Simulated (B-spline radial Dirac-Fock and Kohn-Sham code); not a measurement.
# Inner shells of Os⁵⁷⁺

Aim: for the Os⁵⁷⁺ ion, compute its X-ray form factor and Compton profile and the binding energy of each subshell.

The numbers are computed with B-spline radial Dirac-Fock and Kohn-Sham code (version 2): a free atom or ion on a radial basis; each step names its model.

## Step 1: The system

The Os⁵⁷⁺ ion, configuration 1s2 2s2 2p6 3s2 3p6 3d1.

```
nuclear charge     : 76
electrons          : 19
mass number        : 192
nuclear rms radius : 5.4126 fm
```

Outer shells as boxes (Hund's rule, for the drawing alone; heavy ions are jj-coupled, and the calculation averages over the configuration):

```
[Ar] core
3d [↑ ][  ][  ][  ][  ]
```

## Step 2: Scattering by the electron cloud

Model: Dirac-Fock average of configuration, finite nucleus; form factor of the spherical density, Waller-Hartree incoherent function, impulse-approximation Compton profiles.

The run's settings:

```ini
task = scatter
Z = 76
charge = 57
configuration = 1s2 2s2 2p6 3s2 3p6 3d1
mass_number = 192
rms_radius = 5.4126  # fm
s = [0.0, 0.05, 0.1, 0.15, 0.2, 0.25, 0.3, 0.35, 0.4, 0.45, 0.5, 0.6, 0.7, 0.8, 0.9, 1.0, 1.1, 1.2, 1.4, 1.6, 1.8, 2.0, 2.5, 3.0, 3.5, 4.0, 5.0, 6.0]  # 1/A
pz = [0, 0.1, 0.13, 0.18, 0.23, 0.31, 0.41, 0.55, 0.73, 0.97, 1.3, 1.7, 2.3, 3.0, 4.0, 5.3, 7.0, 9.3, 12.0, 16.0, 22.0]  # a.u.
photon_energy = [1000, 5000, 8047.8, 20000, 50000, 100000, 200000, 500000]  # eV
```

## Step 3: Hole states by ΔSCF

Model: Dirac-Fock average of configuration, Delta-SCF, finite nucleus, first-order Breit with its frequency dependence, self-energy and vacuum polarisation.

The run's settings:

```ini
task = binding
```

What does the calculation give? Wanted: rms radius of the electron cloud; form factor halves at; Compton profile at zero; deepest level listed, K; least bound, M4,5; Kα1.

The runs gave:

| quantity | value |
| --- | --- |
| rms radius of the electron cloud | 0.140 bohr |
| form factor halves at | 2.5 1/Å |
| Compton profile at zero | 0.6205 1/a.u. |
| deepest level listed, K (1s) | 78084.2 eV |
| least bound, M4,5 (3d) | 5664.6 eV |
| Kα1 | 63116.2 eV |
| ionisation energy, NIST (theoretical) | 5717.00 eV |

**Reading.** The form factor starts at the 19 electrons and halves by s = 2.5 1/Å. Incoherent scattering outweighs coherent from 500 keV on, among the energies asked. For K (1s), relaxation takes off 37.3 eV, Breit terms shift it by -253.05 and QED by -131.69 eV. NIST's ionisation energy differs by +52.43 eV from the least binding energy; the calculation averages open shells over their j components and terms. The Hartree-Fock and Dirac-Fock values hold no electron correlation.
